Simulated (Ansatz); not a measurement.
# C2H4Al2BN: the cost of one run

Program: Ansatz 0.2.0. Level of theory: RKS CAM-B3LYP/def2-SVP. These are calculated values, not measurements.

## 1. Starting point

Bond lengths: C1–C2 1.209 Å, C2–B3 1.550 Å, B3–Al4 2.066 Å, B3–N5 1.531 Å, Al4–N5 1.854 Å, N5–Al6 1.902 Å, C1–H7 1.081 Å, Al4–H8 1.585 Å, Al6–H9 1.589 Å, Al6–H10 1.585 Å. Angles: C1–C2–B3 177.8°, C2–C1–H7 174.2°, C2–B3–Al4 147.6°, C2–B3–N5 152.4°, Al4–B3–N5 59.9°, B3–Al4–N5 45.6°, B3–Al4–H8 163.2°, N5–Al4–H8 151.0°, B3–N5–Al4 74.5°, B3–N5–Al6 106.8°, Al4–N5–Al6 108.6°, N5–Al6–H9 117.8°, N5–Al6–H10 117.9°, H9–Al6–H10 118.5°.

Coordinates:

```xyz
10

C     2.1079    2.0285    0.8713
C     1.2824    1.1481    0.8024
B     0.2688   -0.0213    0.7166
Al   -0.0355   -2.0576    0.5492
N    -1.1528   -0.5802    0.6180
Al   -1.7701   -0.2040   -1.1417
H     2.7653    2.8858    0.9127
H     0.1917   -3.6176    0.3840
H    -2.6800    1.0817   -1.3492
H    -0.8946   -0.7146   -2.3603
```

## 2. End point A

input.yaml

```yaml
crystal:
  periodic: [false, false, false]
  atoms:
    - { symbol: C, position_ang: [2.1079, 2.0285, 0.8713] }
    - { symbol: C, position_ang: [1.2824, 1.1481, 0.8024] }
    - { symbol: B, position_ang: [0.2688, -0.0213, 0.7166] }
    - { symbol: Al, position_ang: [-0.0355, -2.0576, 0.5492] }
    - { symbol: "N", position_ang: [-1.1528, -0.5802, 0.618] }
    - { symbol: Al, position_ang: [-1.7701, -0.204, -1.1417] }
    - { symbol: H, position_ang: [2.7653, 2.8858, 0.9127] }
    - { symbol: H, position_ang: [0.1917, -3.6176, 0.384] }
    - { symbol: H, position_ang: [-2.68, 1.0817, -1.3492] }
    - { symbol: H, position_ang: [-0.8946, -0.7146, -2.3603] }
basis:
  gaussian: { orbitals: def2-SVP }
hamiltonian:
  xc: cam_b3lyp
relax:
  f_tol: 0.015
  max_steps: 40
```

Launch:

```console
$ ansatz run input.yaml --threads 2 --pin off --max-ram 3072MiB --backend cpu --events-out ev --progress --plain --runs-dir out
```

Q: Estimate wall time and peak memory on 2 threads of Intel Xeon 6975P-C (Granite Rapids), shared host.

About 77 s, with a peak of 0.33 GiB.
